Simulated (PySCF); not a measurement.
**The bond of SiSb, level by level**

One job finds the state of SiSb, follows it along the bond with each method and fits the curves.

Computed with PySCF 2.14.0. Level: Si def2-SVP, Sb def2-SVP with ECP28, scalar-relativistic core potentials.

## (1) Set-up

The job is set up so:

```
atoms                         : Si, Sb
charge                        : 0
basis                         : Si def2-SVP, Sb def2-SVP with ECP28
Hamiltonian                   : scalar-relativistic core potentials
basis functions               : 44
electrons treated             : 37
masses in u                   : 27.9769, 120.9038
levels                        : PBE0, PBE, r²SCAN, M06-2X, B97-3, r²SCAN0, HF, MP2, SCS-MP2, CCSD, CCSD(T)
grid                          : 80 radial by 434 angular points
occupations                   : held fixed by the projection of orbital angular momentum
dissociation limit            : Si + Sb, each in its ground configuration
starting distance in angstrom : 2.480
values of 2S to try           : 1, 3, 5
```

On the command line:

```
$ OMP_NUM_THREADS=1 python dia.py task.json out
```

After the search, every level is run at each distance in turn; below they are sorted by level.

## (2) Search for the lowest state

Unrestricted PBE0 solutions at 2.480 Å, counted from the lowest. The search isn't exhaustive.

```tsv
2Ms+1	unpaired	term	E (eV)	⟨S²⟩	⟨Lz²⟩	μ (D)
2	π ↑	²Π	0.00	0.78	1.00	-0.02
2	σ ↑	²Σ⁺	0.48	0.76	0.00	-0.24
4	π ↑↑↑	⁴Π	1.27	3.76	1.01	0.92
4	σ ↑, π ↑↑	not assigned	1.53	3.76	2.01	0.19
2	π ↑↑↓	not assigned	1.62	1.76	3.02	0.90
2	σ ↓, π ↑↑	not assigned	1.94	1.77	2.01	0.34
```

6 of 14 solutions are listed, lowest first.

A term symbol stands only where ⟨S²⟩ and ⟨Lz²⟩ are near those of a pure state. A positive dipole means Si(−)Sb(+).

The most promising solutions are followed along the bond (rough minima from three points):

```tsv
2Ms+1	unpaired	R at minimum (Å)	energy at minimum (eV)
2	π ↑	2.39	0.00
2	σ ↑	2.28	0.22
4	π ↑↑↑	not bracketed	≤ 1.16
2	π ↑↑↓	not bracketed	≤ 1.51
4	σ ↑, π ↑↑	2.50	1.58
```

The search made 19 SCF attempts at the starting distance; with the short scans it took 18 s of wall time (1 thread of Arm Neoverse V1, shared host).

## (3) The PBE0 curve of the state that the search chose

State followed: ²Π (doublet), unpaired electrons π ↑. The scan is laid around 2.386 Å.

Log of the SCF at 2.386 Å:

```text
******** <class 'pyscf.dft.uks_symm.SymAdaptedUKS'> ********
method = SymAdaptedUKS
initial guess = minao
damping factor = 0
level_shift factor = 0
DIIS = <class 'pyscf.scf.diis.CDIIS'>
diis_start_cycle = 1
diis_space = 10
diis_damp = 0
SCF conv_tol = 1e-09
SCF conv_tol_grad = None
SCF max_cycles = 60
direct_scf = False
max_memory 909 MB (current use 276 MB)
number electrons alpha = 19  beta = 18
XC library pyscf.dft.libxc version 7.0.0
    S. Lehtola, C. Steigemann, M. J.T. Oliveira, and M. A.L. Marques.,  SoftwareX 7, 1–5 (2018)
XC functionals = PBE0
    C. Adamo and V. Barone.,  J. Chem. Phys. 110, 6158 (1999)
    M. Ernzerhof and G. E. Scuseria.,  J. Chem. Phys. 110, 5029 (1999)
small_rho_cutoff = 0
Overwritten attributes  get_occ get_k get_hcore get_j get_jk  of <class 'pyscf.dft.uks_symm.SymAdaptedUKS'>
<class 'pyscf.dft.uks_symm.SymAdaptedUKS'> does not have attributes  refdm
Set gradient conv threshold to 3.16228e-05
init E= -529.451940231406
cycle= 1 E= -529.470025787597  delta_E= -0.0181  |g|= 0.0179  |ddm|= 0.0822
cycle= 2 E= -529.469903444643  delta_E= 0.000122  |g|= 0.0216  |ddm|= 0.0769
cycle= 3 E= -529.470246957024  delta_E= -0.000344  |g|= 0.0109  |ddm|= 0.0545
cycle= 4 E= -529.470368192563  delta_E= -0.000121  |g|= 0.00106  |ddm|= 0.0192
cycle= 5 E= -529.470370503958  delta_E= -2.31e-06  |g|= 0.000382  |ddm|= 0.00283
cycle= 6 E= -529.470371896916  delta_E= -1.39e-06  |g|= 0.000271  |ddm|= 0.00274
cycle= 7 E= -529.470373889027  delta_E= -1.99e-06  |g|= 0.000126  |ddm|= 0.00647
cycle= 8 E= -529.470374247128  delta_E= -3.58e-07  |g|= 4.46e-05  |ddm|= 0.00324
cycle= 9 E= -529.470374271375  delta_E= -2.42e-08  |g|= 5.75e-06  |ddm|= 0.000879
cycle= 10 E= -529.470374271592  delta_E= -2.17e-10  |g|= 1.8e-06  |ddm|= 7.08e-05
Extra cycle  E= -529.470374271578  delta_E= 1.4e-11  |g|= 4.25e-06  |ddm|= 1.14e-05
converged SCF energy = -529.470374271578  <S^2> = 0.75793311  2S+1 = 2.0079174
```

The curve and what changes along it:

```tsv
R (Å)	E (eV)	μ (D)	Mulliken charge of Si (e)	Mayer bond order	⟨S²⟩	HOMO (eV)	LUMO (eV)
2.0520	1.3170	0.72	-0.01	2.28	0.75	-6.26	-4.93
2.1474	0.5865	0.58	0.02	2.28	0.75	-6.34	-4.73
2.2428	0.1839	0.41	0.04	2.28	0.75	-6.38	-4.56
2.3144	0.0407	0.28	0.06	2.28	0.75	-6.23	-4.44
2.3860	0.0000	0.15	0.07	2.27	0.76	-6.10	-4.33
2.4576	0.0376	0.02	0.08	2.26	0.77	-5.98	-4.22
2.5530	0.1729	-0.14	0.08	2.18	0.84	-5.85	-4.10
2.6723	0.4105	-0.24	0.08	1.93	1.07	-5.78	-3.97
2.8155	0.7260	-0.37	0.07	1.64	1.31	-5.74	-3.84
3.0064	1.1436	-0.57	0.07	1.35	1.53	-5.74	-3.72
```

Fit: Re = 2.384 Å, ωe = 430 cm⁻¹, ωexe = 2.04 cm⁻¹, αe = 0.000533 cm⁻¹, Be = 0.1306 cm⁻¹, De = 2.73 eV, μ = 0.15 D.

Orbitals nearest the gap at 2.386 Å:

```tsv
spin	orbital	ε (eV)	filled	made of
β	π	-35.62	yes	Sb d 100 %
α	σ	-15.92	yes	Sb s 67 %, Si s 24 %
β	σ	-15.23	yes	Sb s 64 %, Si s 27 %
α	σ	-11.35	yes	Si s 62 %, Sb s 27 %, Sb p 10 %
β	σ	-10.99	yes	Si s 59 %, Sb s 29 %, Sb p 10 %
α	π	-7.00	yes	Sb p 68 %, Si p 30 %
α	σ	-6.59	yes	Sb p 45 %, Si p 41 %, Si s 11 %
β	σ	-6.43	yes	Sb p 45 %, Si p 42 %, Si s 10 %
α	π	-6.34	yes	Sb p 66 %, Si p 32 %
β	π	-6.10	yes	Sb p 59 %, Si p 40 %
β	π	-4.33	no	Sb p 59 %, Si p 40 %
α	π	-2.75	no	Si p 68 %, Sb p 31 %
α	π	-2.23	no	Si p 66 %, Sb p 33 %
β	π	-2.16	no	Si p 58 %, Sb p 40 %
```

Polarisability there: 113.6 bohr³ along the bond, 46.9 across it. Without diffuse functions these come out too small, above all across the bond.

## (4) Fields at the reference distance

The fields below are evaluated on a grid from the run's orbitals.

Frontier orbitals at PBE0 (alpha spin), with the share of their density that lies nearest to each atom:

```tsv
orbital	energy (eV)	lies on
HOMO-1	-6.59	Si1 53 %; Sb2 47 %
HOMO	-6.34	Sb2 66 %; Si1 34 %
LUMO	-2.75	Si1 66 %; Sb2 34 %
```

ELF in a plane through or near 2 of the atoms.

Values, 10 rows by 14 columns:
```
0.00 0.00 0.03 0.10 0.12 0.15 0.26 0.40 0.36 0.31 0.24 0.14 0.03 0.00
0.00 0.11 0.41 0.49 0.47 0.42 0.49 0.66 0.66 0.65 0.60 0.49 0.25 0.04
0.03 0.43 0.68 0.78 0.78 0.69 0.63 0.73 0.76 0.76 0.78 0.73 0.47 0.14
0.22 0.71 0.92 0.96 0.86 0.65 0.80 0.74 0.40 0.32 0.61 0.83 0.74 0.32
0.42 0.83 0.98 0.84 0.17 0.55 0.53 0.51 0.56 0.72 0.33 0.68 0.86 0.46
0.45 0.85 0.99 0.64 0.56 0.85 0.38 0.44 0.71 0.22 0.41 0.62 0.87 0.48
0.33 0.79 0.96 0.96 0.36 0.14 0.74 0.64 0.28 0.45 0.37 0.77 0.82 0.40
0.10 0.60 0.82 0.91 0.89 0.79 0.73 0.76 0.67 0.62 0.77 0.82 0.62 0.23
0.01 0.32 0.60 0.69 0.69 0.60 0.58 0.71 0.75 0.75 0.74 0.65 0.39 0.10
0.00 0.02 0.17 0.29 0.29 0.28 0.41 0.57 0.53 0.49 0.42 0.31 0.11 0.01
```
The map spans 7.6 Å across and 5.2 Å up, centred on the molecule. Atoms in the plane (x, y in Å): Si1 (-1.2, 0.0), Sb2 (1.2, 0.0).

log10 of the density (e/Å³) in the same plane.

Ten even steps from ' ' (-4.0) to '@' (3.0):
```
      ..........::::::::::::::::::::::::::::::......    
    ....::::::::::::::::::::::--------::::::::::......  
  ....::::::::------------------------------::::::......
....::::::----------------------========--------::::....
....::::----------========================------::::::..
..::::------==================================----::::..
..::::----====================++++++++++++======----::::
::::----======++++++++++++++++++++******++++====----::::
::::----====++++++##**++++++++++**######**++++==----::::
::::----====++++**@@@@**++++++**########**++++====--::::
::::----====++++**@@@@**++++++**########**++++====--::::
::::----====++++++##**++++++++++**######**++++==----::::
::::----======++++++++++++++++++++******++++====----::::
..::::----====================++++++++++++======----::::
..::::------==================================----::::..
....::::----------========================------::::::..
....::::::----------------------========--------::::....
  ....::::::::------------------------------::::::......
    ....::::::::::::::::::::::--------::::::::::......  
      ..........::::::::::::::::::::::::::::::......    
```
The map spans 7.6 Å across and 5.2 Å up, centred on the molecule. Atoms in the plane (x, y in Å): Si1 (-1.2, 0.0), Sb2 (1.2, 0.0).

On the surface of density 0.002 e/bohr³ the electrostatic potential runs, from the 1st to the 99th percentile, from -0.37 to 1.32 V.

The spin density lies nearest to Sb2 69 %; Si1 31 %.

Core electrons inside the core potentials are missing from the density.

## (5) Higher solutions at PBE0

State 2: ²Σ⁺ (doublet), unpaired electrons σ ↑, an excited solution.

Log of the SCF at 2.386 Å:

```text
[... 13 set-up lines left out, the same as in an earlier log ...]
max_memory 909 MB (current use 290 MB)
[... 8 set-up lines left out, the same as in an earlier log ...]
init E= -529.430287630973
cycle= 1 E= -529.457655620168  delta_E= -0.0274  |g|= 0.0203  |ddm|= 0.0797
cycle= 2 E= -529.457776782077  delta_E= -0.000121  |g|= 0.0186  |ddm|= 0.0667
cycle= 3 E= -529.457981873888  delta_E= -0.000205  |g|= 0.0099  |ddm|= 0.0338
cycle= 4 E= -529.458080118448  delta_E= -9.82e-05  |g|= 0.00163  |ddm|= 0.0157
cycle= 5 E= -529.458083229995  delta_E= -3.11e-06  |g|= 0.000356  |ddm|= 0.00268
cycle= 6 E= -529.458083974159  delta_E= -7.44e-07  |g|= 0.000201  |ddm|= 0.00205
cycle= 7 E= -529.458084551993  delta_E= -5.78e-07  |g|= 0.00017  |ddm|= 0.00192
cycle= 8 E= -529.458085377572  delta_E= -8.26e-07  |g|= 0.000157  |ddm|= 0.00294
cycle= 9 E= -529.45808865026  delta_E= -3.27e-06  |g|= 7.86e-05  |ddm|= 0.0165
cycle= 10 E= -529.458089536059  delta_E= -8.86e-07  |g|= 4.21e-05  |ddm|= 0.0126
cycle= 11 E= -529.458089546585  delta_E= -1.05e-08  |g|= 3.18e-06  |ddm|= 0.0013
cycle= 12 E= -529.458089546614  delta_E= -2.82e-11  |g|= 1.01e-06  |ddm|= 5.73e-05
Extra cycle  E= -529.458089546607  delta_E= 6.93e-12  |g|= 2.85e-06  |ddm|= 5.69e-06
converged SCF energy = -529.458089546607  <S^2> = 0.77168152  2S+1 = 2.0215653
```

Re = 2.273 Å, ωe = 477 cm⁻¹, ωexe = 1.37 cm⁻¹, αe = 0.000544 cm⁻¹, Be = 0.1437 cm⁻¹, μ = -0.10 D. Its minimum lies 0.23 eV above that of the lowest state.

State 3: ⁴Π (quartet), unpaired electrons π ↑↑↑, an excited solution.

The SCF at the reference distance, 2.386 Å, printed:

```text
[... 14 set-up lines left out, the same as in an earlier log ...]
number electrons alpha = 20  beta = 17
[... 7 set-up lines left out, the same as in an earlier log ...]
init E= -529.405808233591
cycle= 1 E= -529.412654642979  delta_E= -0.00685  |g|= 0.0126  |ddm|= 0.0861
cycle= 2 E= -529.412736890302  delta_E= -8.22e-05  |g|= 0.00951  |ddm|= 0.0695
cycle= 3 E= -529.412829467185  delta_E= -9.26e-05  |g|= 0.00253  |ddm|= 0.0301
cycle= 4 E= -529.412834250304  delta_E= -4.78e-06  |g|= 0.00028  |ddm|= 0.00502
cycle= 5 E= -529.412834394673  delta_E= -1.44e-07  |g|= 0.000186  |ddm|= 0.00103
cycle= 6 E= -529.41283444117  delta_E= -4.65e-08  |g|= 2.78e-05  |ddm|= 0.0006
cycle= 7 E= -529.41283444375  delta_E= -2.58e-09  |g|= 6.2e-06  |ddm|= 0.000165
cycle= 8 E= -529.412834443806  delta_E= -5.59e-11  |g|= 7.2e-07  |ddm|= 2.69e-05
Extra cycle  E= -529.412834443806  delta_E= -2.27e-13  |g|= 6.37e-07  |ddm|= 4.22e-06
converged SCF energy = -529.412834443806  <S^2> = 3.7595351  2S+1 = 4.0047647
```

Re = 2.664 Å, ωe = 294.0 cm⁻¹, ωexe = 0.947 cm⁻¹, αe = 0.000472 cm⁻¹, Be = 0.1046 cm⁻¹, μ = 0.50 D. Its minimum lies 1.18 eV above that of the lowest state.

State 4: Ms = 0.5 determinant of mixed spin (⟨S²⟩ = 1.76), unpaired electrons π ↑↑↓, an excited solution.

The SCF at the reference distance, 2.386 Å, printed:

```text
[... 22 set-up lines left out, the same as in an earlier log ...]
init E= -529.393055398377
cycle= 1 E= -529.399458683461  delta_E= -0.0064  |g|= 0.0127  |ddm|= 0.0856
cycle= 2 E= -529.399537247822  delta_E= -7.86e-05  |g|= 0.00967  |ddm|= 0.0711
cycle= 3 E= -529.39963392061  delta_E= -9.67e-05  |g|= 0.00257  |ddm|= 0.0308
cycle= 4 E= -529.399638829377  delta_E= -4.91e-06  |g|= 0.000259  |ddm|= 0.00506
cycle= 5 E= -529.399638947177  delta_E= -1.18e-07  |g|= 0.000176  |ddm|= 0.000986
cycle= 6 E= -529.399638987771  delta_E= -4.06e-08  |g|= 2.76e-05  |ddm|= 0.000562
cycle= 7 E= -529.399638990439  delta_E= -2.67e-09  |g|= 7.06e-06  |ddm|= 0.000173
cycle= 8 E= -529.399638990529  delta_E= -8.98e-11  |g|= 9.98e-07  |ddm|= 3.63e-05
Extra cycle  E= -529.39963899053  delta_E= -1.25e-12  |g|= 8.37e-07  |ddm|= 4.66e-06
converged SCF energy = -529.39963899053  <S^2> = 1.7603816  2S+1 = 2.8357585
```

Re = 2.669 Å, ωe = 292.9 cm⁻¹; the determinant mixes terms (⟨S²⟩ = 1.76, ⟨Lz²⟩ = 3.02), so these belong to no real state. Its minimum lies 1.52 eV above that of the lowest state.

Energy (eV) from the lowest point of the lowest state:

```tsv
R (Å)	lowest	state 2	state 3	state 4
2.052	1.317	0.860	4.166	4.549
2.147	0.587	0.407	3.034	3.409
2.243	0.184	0.239	2.258	2.627
2.314	0.041	0.246	1.853	2.217
2.386	0.000	0.334	1.566	1.925
2.458	0.038	0.485	1.372	1.727
2.553	0.173	0.747	1.226	1.576
2.672	0.411	1.138	1.176	1.521
2.816	0.726	1.644	1.245	1.586
3.006	1.144	2.318	1.465	1.802
```

## (6) PBE (GGA)

Output of the SCF at 2.386 Å:

```text
[... 17 set-up lines left out, the same as in an earlier log ...]
XC functionals = PBE
    J. P. Perdew, K. Burke, and M. Ernzerhof.,  Phys. Rev. Lett. 77, 3865 (1996)
    J. P. Perdew, K. Burke, and M. Ernzerhof.,  Phys. Rev. Lett. 78, 1396 (1997)
    J. P. Perdew, K. Burke, and M. Ernzerhof.,  Phys. Rev. Lett. 77, 3865 (1996)
    J. P. Perdew, K. Burke, and M. Ernzerhof.,  Phys. Rev. Lett. 78, 1396 (1997)
[... 2 set-up lines left out, the same as in an earlier log ...]
init E= -529.437514336004
cycle= 1 E= -529.43787991368  delta_E= -0.000366  |g|= 0.0311  |ddm|= 0.123
cycle= 2 E= -529.422825163251  delta_E= 0.0151  |g|= 0.119  |ddm|= 0.249
cycle= 3 E= -529.438744719481  delta_E= -0.0159  |g|= 0.0074  |ddm|= 0.215
cycle= 4 E= -529.438810271543  delta_E= -6.56e-05  |g|= 0.000606  |ddm|= 0.0138
cycle= 5 E= -529.438811363187  delta_E= -1.09e-06  |g|= 0.000325  |ddm|= 0.00283
cycle= 6 E= -529.438811963341  delta_E= -6e-07  |g|= 0.000156  |ddm|= 0.00245
cycle= 7 E= -529.438812104075  delta_E= -1.41e-07  |g|= 0.000123  |ddm|= 0.00175
cycle= 8 E= -529.438812124867  delta_E= -2.08e-08  |g|= 1.78e-05  |ddm|= 0.000354
cycle= 9 E= -529.438812125237  delta_E= -3.7e-10  |g|= 1.23e-06  |ddm|= 4.46e-05
Extra cycle  E= -529.438812125224  delta_E= 1.34e-11  |g|= 3.63e-06  |ddm|= 8.43e-06
converged SCF energy = -529.438812125224  <S^2> = 0.75299219  2S+1 = 2.00299
```

Re = 2.417 Å, ωe = 402 cm⁻¹, ωexe = 1.11 cm⁻¹, αe = 0.000491 cm⁻¹, Be = 0.1270 cm⁻¹, De = 3.08 eV, μ = 0.27 D. 7.1 s of CPU time for 12 points, integrals apart.

## (7) r²SCAN (meta-GGA)

Log of the SCF at 2.386 Å:

```text
[... 17 set-up lines left out, the same as in an earlier log ...]
XC functionals = R2SCAN
    J. W. Furness, A. D. Kaplan, J. Ning, J. P. Perdew, and J. Sun.,  J. Phys. Chem. Lett. 11, 8208-8215 (2020)
    J. W. Furness, A. D. Kaplan, J. Ning, J. P. Perdew, and J. Sun.,  J. Phys. Chem. Lett. 11, 9248-9248 (2020)
    J. W. Furness, A. D. Kaplan, J. Ning, J. P. Perdew, and J. Sun.,  J. Phys. Chem. Lett. 11, 8208-8215 (2020)
    J. W. Furness, A. D. Kaplan, J. Ning, J. P. Perdew, and J. Sun.,  J. Phys. Chem. Lett. 11, 9248-9248 (2020)
[... 2 set-up lines left out, the same as in an earlier log ...]
init E= -529.650901644082
cycle= 1 E= -529.651507000703  delta_E= -0.000605  |g|= 0.00551  |ddm|= 0.0901
cycle= 2 E= -529.651447261607  delta_E= 5.97e-05  |g|= 0.00854  |ddm|= 0.0201
cycle= 3 E= -529.651482913154  delta_E= -3.57e-05  |g|= 0.00658  |ddm|= 0.0236
cycle= 4 E= -529.651528052998  delta_E= -4.51e-05  |g|= 0.000617  |ddm|= 0.0119
cycle= 5 E= -529.65152856685  delta_E= -5.14e-07  |g|= 0.000143  |ddm|= 0.00167
cycle= 6 E= -529.651528672958  delta_E= -1.06e-07  |g|= 7.82e-05  |ddm|= 0.000844
cycle= 7 E= -529.651528741283  delta_E= -6.83e-08  |g|= 4.29e-05  |ddm|= 0.000872
cycle= 8 E= -529.651528775479  delta_E= -3.42e-08  |g|= 1.11e-05  |ddm|= 0.001
cycle= 9 E= -529.65152877683  delta_E= -1.35e-09  |g|= 1.93e-06  |ddm|= 0.000232
cycle= 10 E= -529.651528776838  delta_E= -8.07e-12  |g|= 5.2e-07  |ddm|= 1.32e-05
Extra cycle  E= -529.651528776838  delta_E= 3.41e-13  |g|= 9.11e-07  |ddm|= 3.19e-06
converged SCF energy = -529.651528776838  <S^2> = 0.76100453  2S+1 = 2.0109744
```

Re = 2.396 Å, ωe = 419 cm⁻¹, ωexe = 1.73 cm⁻¹, αe = 0.000534 cm⁻¹, Be = 0.1293 cm⁻¹, De = 2.76 eV, μ = 0.27 D.

## (8) M06-2X (hybrid meta-GGA)

Output of the SCF at 2.386 Å:

```text
[... 13 set-up lines left out, the same as in an earlier log ...]
max_memory 909 MB (current use 301 MB)
[... 3 set-up lines left out, the same as in an earlier log ...]
XC functionals = M062X
    Y. Zhao and D. G. Truhlar.,  Theor. Chem. Acc. 120, 215 (2008)
    Y. Zhao and D. G. Truhlar.,  Theor. Chem. Acc. 120, 215 (2008)
[... 2 set-up lines left out, the same as in an earlier log ...]
init E= -529.487778303126
cycle= 1 E= -529.490164857677  delta_E= -0.00239  |g|= 0.0134  |ddm|= 0.185
cycle= 2 E= -529.49017002143  delta_E= -5.16e-06  |g|= 0.0142  |ddm|= 0.0582
cycle= 3 E= -529.490383193687  delta_E= -0.000213  |g|= 0.00455  |ddm|= 0.0308
cycle= 4 E= -529.490426257678  delta_E= -4.31e-05  |g|= 0.00176  |ddm|= 0.0142
cycle= 5 E= -529.4904447725  delta_E= -1.85e-05  |g|= 0.00139  |ddm|= 0.00754
cycle= 6 E= -529.490477436192  delta_E= -3.27e-05  |g|= 0.00106  |ddm|= 0.0166
cycle= 7 E= -529.490505837578  delta_E= -2.84e-05  |g|= 0.000759  |ddm|= 0.0194
cycle= 8 E= -529.490531577413  delta_E= -2.57e-05  |g|= 0.00023  |ddm|= 0.0358
cycle= 9 E= -529.490532501566  delta_E= -9.24e-07  |g|= 7.62e-05  |ddm|= 0.00675
cycle= 10 E= -529.490532540463  delta_E= -3.89e-08  |g|= 1.67e-05  |ddm|= 0.0015
cycle= 11 E= -529.490532541491  delta_E= -1.03e-09  |g|= 6.48e-06  |ddm|= 0.000105
cycle= 12 E= -529.490532541651  delta_E= -1.6e-10  |g|= 1.04e-06  |ddm|= 5.55e-05
Extra cycle  E= -529.490532541655  delta_E= -3.64e-12  |g|= 6.49e-07  |ddm|= 4.98e-06
converged SCF energy = -529.490532541655  <S^2> = 0.79598468  2S+1 = 2.0454678
```

No constants are quoted: the points don't follow one smooth fit. 12 s of CPU time for 12 points, integrals apart.

## (9) B97-3 (global hybrid GGA)

Log of the SCF at 2.386 Å:

```text
[... 13 set-up lines left out, the same as in an earlier log ...]
max_memory 909 MB (current use 302 MB)
[... 3 set-up lines left out, the same as in an earlier log ...]
XC functionals = HYB_GGA_XC_B97_3
    T. W. Keal and D. J. Tozer.,  J. Chem. Phys. 123, 121103 (2005)
[... 2 set-up lines left out, the same as in an earlier log ...]
init E= -529.60372122278
cycle= 1 E= -529.603813806363  delta_E= -9.26e-05  |g|= 0.00906  |ddm|= 0.0552
cycle= 2 E= -529.603388901581  delta_E= 0.000425  |g|= 0.0219  |ddm|= 0.0559
cycle= 3 E= -529.603909252155  delta_E= -0.00052  |g|= 0.000768  |ddm|= 0.0382
cycle= 4 E= -529.603910117932  delta_E= -8.66e-07  |g|= 0.000212  |ddm|= 0.00216
cycle= 5 E= -529.603910338935  delta_E= -2.21e-07  |g|= 0.000132  |ddm|= 0.000975
cycle= 6 E= -529.603910478468  delta_E= -1.4e-07  |g|= 8.36e-05  |ddm|= 0.000883
cycle= 7 E= -529.60391058394  delta_E= -1.05e-07  |g|= 4.42e-05  |ddm|= 0.00109
cycle= 8 E= -529.603910620369  delta_E= -3.64e-08  |g|= 1.58e-05  |ddm|= 0.000834
cycle= 9 E= -529.603910624253  delta_E= -3.88e-09  |g|= 2.74e-06  |ddm|= 0.000312
cycle= 10 E= -529.603910624314  delta_E= -6.05e-11  |g|= 4.97e-07  |ddm|= 3.53e-05
Extra cycle  E= -529.603910624313  delta_E= 4.55e-13  |g|= 7.93e-07  |ddm|= 2.96e-06
converged SCF energy = -529.603910624313  <S^2> = 0.75574243  2S+1 = 2.0057342
```

Re = 2.393 Å, ωe = 425 cm⁻¹, ωexe = 1.63 cm⁻¹, αe = 0.000502 cm⁻¹, Be = 0.1296 cm⁻¹, De = 2.88 eV, μ = 0.19 D.

## (10) r²SCAN0

Log of the SCF at 2.386 Å:

```text
[... 17 set-up lines left out, the same as in an earlier log ...]
XC functionals = HYB_MGGA_XC_R2SCAN0
    M. Bursch, H. Neugebauer, S. Ehlert, and S. Grimme.,  J. Chem. Phys. 156, 134105 (2022)
[... 2 set-up lines left out, the same as in an earlier log ...]
init E= -529.614557370457
cycle= 1 E= -529.614736288672  delta_E= -0.000179  |g|= 0.0133  |ddm|= 0.0666
cycle= 2 E= -529.613911763497  delta_E= 0.000825  |g|= 0.0311  |ddm|= 0.0746
cycle= 3 E= -529.614933670121  delta_E= -0.00102  |g|= 0.00105  |ddm|= 0.0534
cycle= 4 E= -529.614941400063  delta_E= -7.73e-06  |g|= 0.000878  |ddm|= 0.00551
cycle= 5 E= -529.614947968977  delta_E= -6.57e-06  |g|= 0.000759  |ddm|= 0.00506
cycle= 6 E= -529.614963578057  delta_E= -1.56e-05  |g|= 0.000541  |ddm|= 0.0149
cycle= 7 E= -529.614977914838  delta_E= -1.43e-05  |g|= 0.000299  |ddm|= 0.0308
cycle= 8 E= -529.614978104249  delta_E= -1.89e-07  |g|= 3.45e-05  |ddm|= 0.00245
cycle= 9 E= -529.614978109168  delta_E= -4.92e-09  |g|= 1.94e-05  |ddm|= 0.000247
cycle= 10 E= -529.614978110143  delta_E= -9.75e-10  |g|= 2.58e-06  |ddm|= 0.000126
Extra cycle  E= -529.614978110157  delta_E= -1.44e-11  |g|= 2.84e-06  |ddm|= 1.26e-05
converged SCF energy = -529.614978110157  <S^2> = 0.78168631  2S+1 = 2.0314392
```

Re = 2.376 Å, ωe = 421 cm⁻¹, ωexe = 2.63 cm⁻¹, αe = 0.000713 cm⁻¹, Be = 0.1315 cm⁻¹, De = 2.51 eV, μ = 0.11 D.

(Part 1 of 2 ends here.)
